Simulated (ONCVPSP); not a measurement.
# Sm: generating and testing an ONCV potential

Do these settings give a usable potential? It is generated, then checked for transferability, scattering, ghosts and hardness.

The numbers are computed with ONCVPSP 4.0.1.1 (patched build) (LDA (Perdew-Wang 92), scalar-relativistic, spin-unpolarised reference atom).

**1. The atom and the settings**

Typed settings, in words:

```json
{
  "element": "samarium (Sm, Z = 62)",
  "type": "optimised norm-conserving Vanderbilt (ONCV)",
  "frozen core": "[Kr] 4d10",
  "valence charge": "16",
  "reference configuration": "4f6 5s2 5p6 6s1 (charge +1)",
  "partial waves": "5s+6s: rc 2.15 bohr, ncon 4, nbas 7, qcut 4.2 1/bohr, 3 projectors, debl 2.9 Ha; 5p: rc 2.50 bohr, ncon 4, nbas 7, qcut 6 1/bohr, 2 projectors, debl 0.6 Ha; d scattering state at 0.4 Ha: rc 2.05 bohr, ncon 4, nbas 7, qcut 4.9 1/bohr, 2 projectors, debl 2.6 Ha; 4f: rc 0.75 bohr, ncon 4, nbas 8, qcut 14.5 1/bohr, local",
  "local potential": "the f channel",
  "core correction": "polynomial model core, fcfact 0.15"
}
```

The nodes and maxima of the atom's own shells, from an earlier all-electron run, set the scale for the radii.

All-electron outer shells of the reference configuration (LDA (PZ), scalar-relativistic, ld1.x):

| shell | level (eV) | outermost node (bohr) | outermost maximum (bohr) |
| --- | --- | --- | --- |
| 5s | -49.63 | 0.69 | 1.27 |
| 5p | -29.54 | 0.74 | 1.43 |
| 4f | -8.84 | – | 0.61 |
| 6s | -8.68 | 1.69 | 3.40 |
| 5d | -7.44 | 0.84 | 2.11 |
| 6p | -5.45 | 2.02 | 4.31 |

**2. Generation**

File Sm.dat:

```
# ATOM AND REFERENCE CONFIGURATION
# atsym  z   nc   nv     iexc    psfile
  Sm 62.00    9    4  -001012      upf
#
#   n    l    f
    1    0    2.00
    2    0    2.00
    2    1    6.00
    3    0    2.00
    3    1    6.00
    3    2   10.00
    4    0    2.00
    4    1    6.00
    4    2   10.00
    4    3    6.00
    5    0    2.00
    5    1    6.00
    6    0    1.00
#
# PSEUDOPOTENTIAL AND OPTIMIZATION
# lmax
    3
#
#   l,   rc,      ep,       ncon, nbas, qcut
    0    2.15    0.00    4    7    4.20
    1    2.50    0.00    4    7    6.00
    2    2.05    0.40    4    7    4.90
    3    0.75    0.00    4    8   14.50
#
# LOCAL POTENTIAL
# lloc, lpopt,  rc(5),   dvloc0
    3    5    0.75    0.00
#
# VANDERBILT-KLEINMAN-BYLANDER PROJECTORs
# l, nproj, debl
    0    3    2.90
    1    2    0.60
    2    2    2.60
    3    0    0.30
#
# MODEL CORE CHARGE
# icmod, fcfact, rcfact
    1    0.15    0.00
#
# LOG DERIVATIVE ANALYSIS
# epsh1, epsh2, depsh
   -3.00    5.00    0.02
#
# OUTPUT GRID
# rlmax, drl
    6.00    0.01
#
# TEST CONFIGURATIONS
# ncnf
    4
# nvcnf
#   n    l    f
    4
    4    3    6.00
    5    0    2.00
    5    1    6.00
    6    0    2.00
#
    4
    4    3    6.00
    5    0    2.00
    5    1    6.00
    6    0    0.00
#
    4
    4    3    5.00
    5    0    2.00
    5    1    6.00
    6    0    0.00
#
    5
    4    3    5.00
    5    0    2.00
    5    1    6.00
    6    0    1.00
    5    2    1.00
#
```

The run is started by

```sh
$ oncvpsp.x < Sm.dat > Sm.out
```

Q: Predict the outcome of this session. Wanted: cutoffs for 1 and 0.1 mHa per electron, occupied waves; bound ghosts; GHOST(+) flags; largest test error; largest phase difference near zero energy, channels read; rms error of d²Exc/dn², without and with the model core; projector energies reset by the program.

As calculated:

```
                                                quantity                                             value
  cutoffs for 1 and 0.1 mHa per electron, occupied waves                                 476 Ha and 619 Ha
                                            bound ghosts  s at -170.97 eV, p at -327.82 eV, d at -83.34 eV
                                          GHOST(+) flags                                none at low energy
                            largest test error (AE − PS)                  -68 meV, for 4f5 5s2 5p6 5d1 6s1
largest phase difference near zero energy, channels read                                         0.001 rad
 rms error of d²Exc/dn², without and with the model core                                 8.58 and 3.60 mHa
                 projector energies reset by the program           p: -1.086, 0.250 Ha; d: 0.050, 2.650 Ha
```

It has a bound ghost (s, p, d), a state that the atom doesn't have, and that rules the file out. The worst unpolarised test, 4f5 5s2 5p6 5d1 6s1, is off by 68 meV on 3.5 eV; by total energies transferability rates as fair. By its cutoff, 476 Ha for the looser tolerance, it is very hard. At the looser tolerance the 4f wave is the slowest; 5s needs 9 Ha. Near zero energy the phases of the channels with partial waves agree within 0.001 rad. These are tests on the free atom; a crystal test is still owed.
